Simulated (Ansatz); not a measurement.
# C2H7GaTe: one species, many methods

Aim: compute C2H7GaTe with functionals from several rungs and with coupled cluster. The yardstick is the atomisation energy at the CCSD(T) limit.

Program: Ansatz 0.2.0, Gaussian basis. Level of theory: functionals in def2-TZVPP, the program's frozen cores in correlated methods. These are calculated values, not measurements.

The runs, in order: LDA (SPW92), PBE-D4, revPBE-D4, BLYP-D4, r2SCAN-D4, B97M-V, PBE0-D4, B3LYP-D4, r2SCANh-D4, r2SCAN0-D4, HSE06-D4, BHLYP-D4, CAM-B3LYP-D4, LC-ωPBE, ωB97X-V, ωB97M-V, B2PLYP, PBE-QIDH; CCSD(T)/def2-SVP; CCSD(T)/def2-TZVPP; MP2/def2-QZVPP; extrapolation to the limit; RPA on PBE.

## 1. The relaxed structure

All runs share one geometry, relaxed beforehand with PBE0-D4 in a triple-zeta def2 set. Te takes the def2 core potential; no spin-orbit term is included.

SMILES `[CH3][Ga]([CH3])[TeH]`, 11 atoms, charge 0, spin multiplicity 1.

Atoms are counted from 1 here; the program's logs count them from 0.

Bond lengths: C1–Ga2 1.968 Å, C1–H5 1.090 Å, C1–H6 1.093 Å, C1–H7 1.093 Å, Ga2–C3 1.967 Å, Ga2–Te4 2.537 Å, C3–H8 1.094 Å, C3–H9 1.090 Å, C3–H10 1.092 Å, Te4–H11 1.658 Å. Angles: Ga2–C1–H5 112.4°, Ga2–C1–H6 109.9°, Ga2–C1–H7 109.7°, H5–C1–H6 108.7°, H5–C1–H7 108.6°, H6–C1–H7 107.4°, C1–Ga2–C3 125.4°, C1–Ga2–Te4 116.1°, C3–Ga2–Te4 118.5°, Ga2–C3–H8 109.2°, Ga2–C3–H9 111.6°, Ga2–C3–H10 110.8°, H8–C3–H9 108.1°, H8–C3–H10 107.7°, H9–C3–H10 109.2°, Ga2–Te4–H11 92.5°.

## 2. LDA

This LDA is Slater exchange with PW92 correlation.

Contents of in.yaml:

```yaml
crystal:
  periodic: [false, false, false]
  atoms:
    - {symbol: C, position_ang: [-0.562882, 1.839481, -0.496632]}
    - {symbol: Ga, position_ang: [-0.240773, -0.078249, -0.197106]}
    - {symbol: C, position_ang: [1.128256, -0.829179, 0.998299]}
    - {symbol: Te, position_ang: [-1.714771, -1.676003, -1.504977]}
    - {symbol: H, position_ang: [-1.337251, 2.018550, -1.242412]}
    - {symbol: H, position_ang: [0.359446, 2.325575, -0.825201]}
    - {symbol: H, position_ang: [-0.865696, 2.313578, 0.440864]}
    - {symbol: H, position_ang: [2.090934, -0.840466, 0.479250]}
    - {symbol: H, position_ang: [0.888800, -1.851333, 1.291517]}
    - {symbol: H, position_ang: [1.240342, -0.214809, 1.894292]}
    - {symbol: H, position_ang: [-0.986417, -3.007134, -0.837904]}
basis:
  gaussian: {orbitals: def2-TZVPP}
hamiltonian: {xc: lda}
output: {orbitals: {seedname: orbitals}}
```

Further steps of the session: PBE-D4 (GGA); revPBE-D4 (GGA); BLYP-D4 (GGA); r2SCAN-D4 (meta-GGA); B97M-V (meta-GGA); PBE0-D4 (hybrid); B3LYP-D4 (hybrid); r2SCANh-D4 (hybrid); r2SCAN0-D4 (hybrid); HSE06-D4 (hybrid); BHLYP-D4 (hybrid); CAM-B3LYP-D4 (range-separated); LC-ωPBE (range-separated); ωB97X-V (range-separated); ωB97M-V (range-separated); B2PLYP (double hybrid); PBE-QIDH (double hybrid); CCSD(T) in def2-SVP; CCSD(T) in def2-TZVPP; MP2 in def2-QZVPP; RPA on PBE orbitals.

Before running them: what should the planned runs give, taken together? Wanted: atomisation energy, CCSD(T)/CBS; farthest beyond LDA; mean size of error, GGA; mean size of error, meta-GGA; mean size of error, hybrid; mean size of error, range-separated; mean size of error, double hybrid; gap, smallest and largest; T1 diagnostic.

**Answer**, as computed:

| quantity | value |
| --- | --- |
| atomisation energy, CCSD(T)/CBS | 870.6 kcal/mol |
| functionals within 8.7 kcal/mol (1.0 %) | PBE-D4, r2SCAN-D4, B97M-V, PBE0-D4, r2SCANh-D4, HSE06-D4, CAM-B3LYP-D4, ωB97X-V, PBE-QIDH |
| farthest beyond LDA | BHLYP-D4 (-24.4 kcal/mol) |
| mean size of error, GGA | 11.6 kcal/mol |
| mean size of error, meta-GGA | 4.8 kcal/mol |
| mean size of error, hybrid | 10.2 kcal/mol |
| mean size of error, range-separated | 8.1 kcal/mol |
| mean size of error, double hybrid | 12.1 kcal/mol |
| gap, smallest and largest | 3.76 eV (LDA (SPW92)), 10.05 eV (LC-ωPBE) |
| T1 diagnostic | 0.0113 |
| triples share of the correlation energy | 3.3 % |

What this shows: The LDA atomisation energy is off by 106.2 kcal/mol (12 %): it overbinds. PBE-D4 misses by +2.2 kcal/mol. Double hybrids carry the basis error of their MP2 part in triple zeta, and no dispersion term here, so their miss is partly the set-up's. The rungs meta-GGA, range-separated miss on average by less than the doubt on the reference (8.7 kcal/mol), so they tie. The reference freezes the cores and leaves out spin-orbit coupling and excitations past (T), and its outer-core shells are covered unevenly, so misses under about 8.7 kcal/mol can't be ranked. All levels share the lack of spin-orbit coupling, which lowers the free heavy atoms and so the true binding. Hartree-Fock recovers 74 % of the binding; the rest is correlation. CCSD(T) in def2-SVP is off by -49.4 kcal/mol, so the small basis spoils what the method gains. The gap grows from 3.8 to 10.0 eV across the functionals, mostly with the share of exact exchange. Correlated methods include outer-core shells of Ga, Te, which these sets cover unevenly.
